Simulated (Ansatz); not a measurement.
# Zn2CdS3: the cost of one run

Program: Ansatz 0.2.0. Level of theory: DFT PBE, scalar-relativistic, plane waves, PAW. These are calculated values, not measurements.

### Step 1. The system as given

Symmetry: I-4m2, No. 119, tetragonal system. The conventional cell has a = 3.882 Å, b = 3.882 Å, c = 16.472 Å, α = 90.00°, β = 90.00°, γ = 90.00°. Around Zn (site symmetry 2mm) lie 4 S at 2.38 Å. Cd (site symmetry -4m2) is surrounded by 4 S at 2.38 Å. Around S (site symmetry 2mm) lie 2 Cd at 2.38 Å and 2 Zn at 2.38 Å. S (site symmetry -4m2) has 4 Zn at 2.38 Å in its first shell of neighbours.

Structure file:

```cif
data_structure
_symmetry_space_group_name_H-M 'P 1'
_symmetry_Int_Tables_number 1
_cell_length_a 8.6814
_cell_length_b 8.6814
_cell_length_c 8.6814
_cell_angle_alpha 154.158
_cell_angle_beta 154.158
_cell_angle_gamma 36.870
_cell_volume 124.14
loop_
_atom_site_label
_atom_site_type_symbol
_atom_site_fract_x
_atom_site_fract_y
_atom_site_fract_z
_atom_site_occupancy
Zn1 Zn 0.83333 0.83333 0.00000 1
Zn2 Zn 0.16667 0.16667 0.00000 1
Cd1 Cd 0.50000 0.50000 0.00000 1
S1 S 0.41667 0.91667 0.50000 1
S2 S 0.08333 0.58333 0.50000 1
S3 S 0.75000 0.25000 0.50000 1
```

The start is an ordering of an alloy on its end members' structure types: elements ordered on the sites of the CdS type, Zn/Cd on Cd (I-4m2, No. 119).

### Step 2. A first look at the guess

input.yaml

```yaml
crystal:
  lattice:
    - [-1.9412111, 1.9412111, 8.23586118]
    - [1.9412111, -1.9412111, 8.23586118]
    - [1.9412111, 1.9412111, -8.23586118]
  atoms:
    - { symbol: Zn, position: [0.83333333, 0.83333333, 0.0] }
    - { symbol: Zn, position: [0.16666667, 0.16666667, 0.0] }
    - { symbol: Cd, position: [0.5, 0.5, 0.0] }
    - { symbol: S, position: [0.41666667, 0.91666667, 0.5] }
    - { symbol: S, position: [0.08333333, 0.58333333, 0.5] }
    - { symbol: S, position: [0.75, 0.25, 0.5] }
basis:
  ecutwfc: 420
kpoints:
  mp_grid: { grid: [6, 6, 6] }
hamiltonian:
  xc: pbe
scf:
  occupations: { method: gaussian, width: 0.1 }
  lower_state_search: "off"
output:
  forces: true
  stress: true
  eigenvalues: true
```

Command:

```bash
> ansatz run input.yaml --threads 1 --pin off --max-ram 2560MiB --backend cpu --events-out ev --progress --plain --runs-dir out
```

Q: Estimate wall time and peak memory on 1 thread of Intel Xeon Platinum 8488C (Sapphire Rapids), shared host.

About 7.4 s, with a peak of 0.46 GiB.
